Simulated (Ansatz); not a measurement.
**HfSi3Mo3: a trial structure relaxed**

Where does this trial cell of HfSi3Mo3 go when cell and atoms are let free?

Computed with Ansatz 0.2.0 (DFT PBE, scalar-relativistic, plane waves, PAW, unless a step's input says otherwise).

## 1. The starting structure

Symmetry: Pm-3m, No. 221, cubic system. The conventional cell has a = 4.995 Å, b = 4.995 Å, c = 4.995 Å, α = 90.00°, β = 90.00°, γ = 90.00°. Hf (site symmetry m-3m) is surrounded by 6 Mo at 2.50 Å. Around Si (site symmetry 4/mmm) lie 4 Mo at 2.50 Å. Mo (site symmetry 4/mmm) has 2 Hf at 2.50 Å and 4 Si at 2.50 Å as nearest neighbours.

As a file:

```
CELL_PARAMETERS angstrom
4.99522 0.00000 0.00000
0.00000 4.99522 0.00000
0.00000 0.00000 4.99522
ATOMIC_POSITIONS crystal
Hf 0.50000 0.50000 0.50000
Si 0.50000 0.00000 0.00000
Si 0.00000 0.50000 0.00000
Si 0.00000 0.00000 0.50000
Mo 0.50000 0.50000 0.00000
Mo 0.00000 0.50000 0.50000
Mo 0.50000 0.00000 0.50000
```

A structure generator made this guess: species swapped into a database cell of La3GaBr3 (Pm-3m, No. 221), with Mo on the La sites, Hf on the Ga sites and Si on the Br sites. Lengths come from tabulated atomic sizes and are only a guess.

## 2. The guess as it stands, on a coarse mesh

Contents of input.yaml:

```yaml
crystal:
  lattice:
    - [4.99522204, 0.0, 0.0]
    - [0.0, 4.99522204, 0.0]
    - [0.0, 0.0, 4.99522204]
  atoms:
    - { symbol: Hf, position: [0.5, 0.5, 0.5] }
    - { symbol: Si, position: [0.5, 0.0, 0.0] }
    - { symbol: Si, position: [0.0, 0.5, 0.0] }
    - { symbol: Si, position: [0.0, 0.0, 0.5] }
    - { symbol: Mo, position: [0.5, 0.5, 0.0] }
    - { symbol: Mo, position: [0.0, 0.5, 0.5] }
    - { symbol: Mo, position: [0.5, 0.0, 0.5] }
basis:
  ecutwfc: 420
kpoints:
  mp_grid: { grid: [4, 4, 4] }
hamiltonian:
  xc: pbe
scf:
  occupations: { method: gaussian, width: 0.1 }
  lower_state_search: "off"
output:
  forces: true
  stress: true
  eigenvalues: true
```

The run is started by

```
> ansatz run input.yaml --threads 1 --pin off --max-ram 2048MiB --backend cpu --events-out ev --progress --plain --runs-dir out
```

Further runs follow: coarse relaxation; spin check on a coarse mesh; relaxation on the finer mesh.

What does the calculation give? Wanted: conventional cell; volume; energy over the elements; gap on the mesh.

As calculated:

| quantity | value |
| --- | --- |
| symmetry at the end (tolerance 0.05 Å) | space group Pm-3m (No. 221) |
| conventional cell | a = 5.150 Å, b = 5.150 Å, c = 5.150 Å, α = 90.00°, β = 90.00°, γ = 90.00° |
| volume | 19.51 Å³/atom |
| energy over the elements | +0.79 eV/atom |
| gap on the mesh | none (metal) |

What this shows: The space group Pm-3m (No. 221) is kept, and the volume per atom grows by 9.6 % from the first guess. With a positive formation energy it can't be a ground state. No finished test with a distortion of lower symmetry is shown, so the end may be a saddle point. The runs treat Hf without spin-orbit coupling. Other magnetic orders were not searched.
